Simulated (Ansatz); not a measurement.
# NbSi (wurtzite type): the cost of one run

Method: DFT PBE, scalar-relativistic, in Ansatz 0.2.0.

## Step 1: The starting structure

Symmetry: P6_3mc, No. 186, hexagonal system. The conventional cell has a = 4.208 Å, b = 4.208 Å, c = 6.859 Å, α = 90.00°, β = 90.00°, γ = 120.00°. Nb (site symmetry 3m) is surrounded by 4 Si at 2.57 to 2.58 Å. Around Si (site symmetry 3m) lie 4 Nb at 2.57 to 2.58 Å.

Coordinates:

```xyz
4
Lattice="4.2083 0.0000 0.0000 -2.1041 3.6445 0.0000 0.0000 0.0000 6.8595" Properties=species:S:1:pos:R:3 pbc="T T T"
Nb    0.0000    2.4297    0.0000
Nb    2.1041    1.2148    3.4297
Si    0.0000    2.4297    2.5792
Si    2.1041    1.2148    6.0089
```

Atoms are numbered in the order of the input: Nb1, Nb2, Si3, Si4.

## Step 2: Cell and atoms relaxed first

Contents of input.yaml:

```yaml
crystal:
  lattice:
    - [4.2082776712, 0.0, 0.0]
    - [-2.1041388356, 3.6444753694, 0.0]
    - [0.0, 0.0, 6.8594926041]
  atoms:
    - { symbol: Nb, position: [0.3333333333, 0.6666666667, 0.0] }
    - { symbol: Nb, position: [0.6666666667, 0.3333333333, 0.5] }
    - { symbol: Si, position: [0.3333333333, 0.6666666667, 0.376] }
    - { symbol: Si, position: [0.6666666667, 0.3333333333, 0.876] }
kpoints:
  mp_grid: { grid: [10, 10, 6] }
scf:
  occupations: { method: fermi_dirac, width: 0.03 }
hamiltonian:
  xc: pbe
  pseudopotentials: { kind: paw }
output:
  forces: true
  stress: true
  write_density: true
  write_potential: true
  elf: true
  volumetric_format: npy
relax:
  f_tol: 0.005
  max_steps: 80
  cell: {}
```

Launch:

```sh
$ ansatz run input.yaml --threads 1 --pin off --max-ram 3072MiB --backend cpu --events-out ev --progress --plain --runs-dir out
```

**Question.** How long does this run take on 1 thread of Arm Neoverse V1, shared host?

About 1.9 min.
